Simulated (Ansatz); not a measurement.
# MgGeH+ (triplet): the correlation ladder, cc-pVDZ

Aim: climb from Hartree-Fock through coupled cluster for MgGeH+ (triplet) at one geometry and basis, and see what each rung misses.

Program: Ansatz 0.2.0, Gaussian basis. Level of theory: cc-pVDZ, core rule «outside noble gas», up to 19 orbitals frozen. These are calculated values, not measurements.

Plan: UHF; CCSD(T) on ROHF; CCSD(T) on UHF; BCCD(T) on ROHF; CISD; CCSDT(Q) on ROHF; CCSDT(Q) on UHF; CISDTQ; CCSDTQ on ROHF; CCSDTQ on UHF; Full CI.

19 further runs of the same task are left out: 13 for a known fault of the program, 1 that didn't finish, 5 set aside as unsound or not needed.

**1. What is computed**

The geometry is a PBE0/def2-TZVP stationary point (not a proven minimum) of the parent state, kept for this charge and spin. No spin-orbit coupling is included. The filled d shell of Ge may be among the frozen orbitals whatever the setting's name suggests; the logs give the count.

3 atoms, charge 1, spin multiplicity 3.

Atoms are counted from 1 here; the program's logs count them from 0.

Bond lengths: Ge1–Mg2 2.494 Å, Ge1–H3 1.549 Å. Angles: Mg2–Ge1–H3 180.0°.

**2. UHF**

Contents of in.yaml:

```yaml
crystal:
  periodic: [false, false, false]
  atoms:
    - {symbol: Ge, position_ang: [0.000000, 0.000000, 0.315300]}
    - {symbol: Mg, position_ang: [0.000000, 0.000000, -2.179200]}
    - {symbol: H, position_ang: [0.000000, 0.000000, 1.863900]}
basis:
  gaussian: {orbitals: cc-pVDZ}
total_charge: 1
magnetization: {spin_polarized: true, initial_magnetization: 2}
hamiltonian: {xc: hf}
output: {orbitals: {seedname: orbitals}}
```

Launch:

```sh
$ ansatz run in.yaml --threads 1 --pin off --events-out ev --progress --plain --max-ram 4096MiB --backend cpu
```

The runs that follow: CCSD(T) on ROHF; CCSD(T) on UHF; BCCD(T) on ROHF; CISD; CCSDT(Q) on ROHF; CCSDT(Q) on UHF; CISDTQ; CCSDTQ on ROHF; CCSDTQ on UHF; Full CI.

**Question.** What will the summary of the whole plan be? Wanted: FCI below the RHF energy; RMP2 from FCI; UMP2 from FCI; RCCSD from FCI; RCCSD(T) from FCI; UCCSD(T) from FCI; RCCSDT(Q) from FCI; UCCSDT(Q) from FCI; T1 diagnostic.

As calculated:

| quantity | value |
| --- | --- |
| FCI below the RHF energy | -2.5027 eV |
| RMP2 from FCI | +15.20 kcal/mol |
| UMP2 from FCI | +15.30 kcal/mol |
| RCCSD from FCI | +1.67 kcal/mol |
| RCCSD(T) from FCI | +0.44 kcal/mol |
| UCCSD(T) from FCI | +0.34 kcal/mol |
| RCCSDT(Q) from FCI | +0.01 kcal/mol |
| UCCSDT(Q) from FCI | -0.10 kcal/mol |
| levels within 1 kcal/mol (43 meV) | RCCSD(T), UCCSD(T), BCCD(T), RCCSDT, UCCSDT, CISDTQ, RCCSDT(Q), UCCSDT(Q), RCCSDTQ, UCCSDTQ |
| T1 diagnostic | 0.023 |
| effectively unpaired electrons | 2.04 |

RCCSD(T) lands +0.44 kcal/mol from the yardstick (0.8 % of the correlation energy). UCCSDT, UCCSDT(Q), UCCSDTQ fall below full CI: unrestricted runs freeze a spin-polarised core, another one than full CI's, and coupled cluster isn't variational. One determinant dominates. These misses are within one basis, not against nature; the frozen cores of restricted and unrestricted runs differ, which can shift their rows.
